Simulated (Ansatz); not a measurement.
# CCo: the cost of one run

Method: def2-TZVPP, core rule «outside noble gas», up to 10 orbitals frozen; program: Ansatz 0.2.0, Gaussian basis.

To be run: UHF; CCSD(T) on ROHF; CCSD(T) on UHF; CCSDT(Q) on ROHF; CCSDT(Q) on UHF; CASSCF and MRCISD+Q, 13 electrons in 10 orbitals; CASSCF and NEVPT2, 13 electrons in 10 orbitals.

7 further runs of the same task are left out: 2 for a known fault of the program, 5 set aside as unsound or not needed.

## (1) The geometry

The geometry is a PBE0/def2-TZVP stationary point (not a proven minimum).

2 atoms, charge 0, spin multiplicity 2.

Atoms are counted from 1 here; the program's logs count them from 0.

Bond lengths: Co1–C2 1.692 Å.

As a file:

```
Co    0.00000    0.00000    0.00000
C     0.00000    0.00000    1.69220
```

## (2) UHF

Input file in.yaml:

```yaml
crystal:
  periodic: [false, false, false]
  atoms:
    - {symbol: Co, position_ang: [0.000000, 0.000000, 0.000000]}
    - {symbol: C, position_ang: [0.000000, 0.000000, 1.692200]}
basis:
  gaussian: {orbitals: def2-TZVPP}
magnetization: {spin_polarized: true, initial_magnetization: 1}
hamiltonian: {xc: hf}
output: {orbitals: {seedname: orbitals}}
```

Started as:

```sh
$ ansatz run in.yaml --threads 1 --pin off --events-out ev --progress --plain --max-ram 4096MiB --backend cpu
```

What time and memory should one allow on 1 thread of AMD EPYC 7R13, shared host?

About 32 s, with a peak of 0.27 GiB.
